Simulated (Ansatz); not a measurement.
# Gd: the cost of one run

Computed with Ansatz 0.2.0 (DFT PBE+U, scalar-relativistic, plane waves, PAW, unless a step's input says otherwise).

1 further run of the same task is left out (set aside as unsound or not needed).

**1. The structure to begin with**

The structure is hexagonal, space group P6_3/mmc (No. 194). Conventional cell: a = 3.652 Å, b = 3.652 Å, c = 5.853 Å, α = 90.00°, β = 90.00°, γ = 120.00°. Gd (site symmetry -6m2) has 12 Gd at 3.61 to 3.65 Å as nearest neighbours.

Structure file:

```xyz
2
Lattice="3.6516 0.0000 0.0000 -1.8258 3.1624 0.0000 0.0000 0.0000 5.8528" Properties=species:S:1:pos:R:3 pbc="T T T"
Gd    0.0000    2.1082    4.3896
Gd    1.8258    1.0541    1.4632
```

It is the result of an earlier relaxation at this level (volume 33.79 Å³/atom; gap on the mesh: none (metal), site moments up to 7.5 μB).

**2. A coarse run to find the state of the open shells**

input.yaml

```yaml
crystal:
  lattice:
    - [3.6515676229, 0.0, 0.0]
    - [-1.8257838114, 3.1623503251, 0.0]
    - [0.0, 0.0, 5.8528460032]
  atoms:
    - { symbol: Gd, position: [0.3333333333, 0.6666666667, 0.75], spin: 8.25 }
    - { symbol: Gd, position: [0.6666666667, 0.3333333333, 0.25], spin: 8.25 }
basis:
  ecutwfc: 420
kpoints:
  mp_grid: { grid: [5, 5, 3] }
hamiltonian:
  xc: pbe
  hubbard: { sites: [{ species: Gd, l: f, u_eff: 6.0 }] }
scf:
  occupations: { method: gaussian, width: 0.1 }
output:
  forces: true
  stress: true
  eigenvalues: true
  hubbard: { sites: [{ species: Gd, l: f }] }
  populations: true
magnetization:
  spin_polarized: true
```

Command:

```bash
$ ansatz run input.yaml --threads 2 --pin off --max-ram 4096MiB --backend cpu --events-out ev --progress --plain --runs-dir out
```

What time and memory should one allow on 2 threads of Intel Xeon Platinum 8559C (Emerald Rapids), shared host?

About 2.1 s, with a peak of 0.5 GiB.
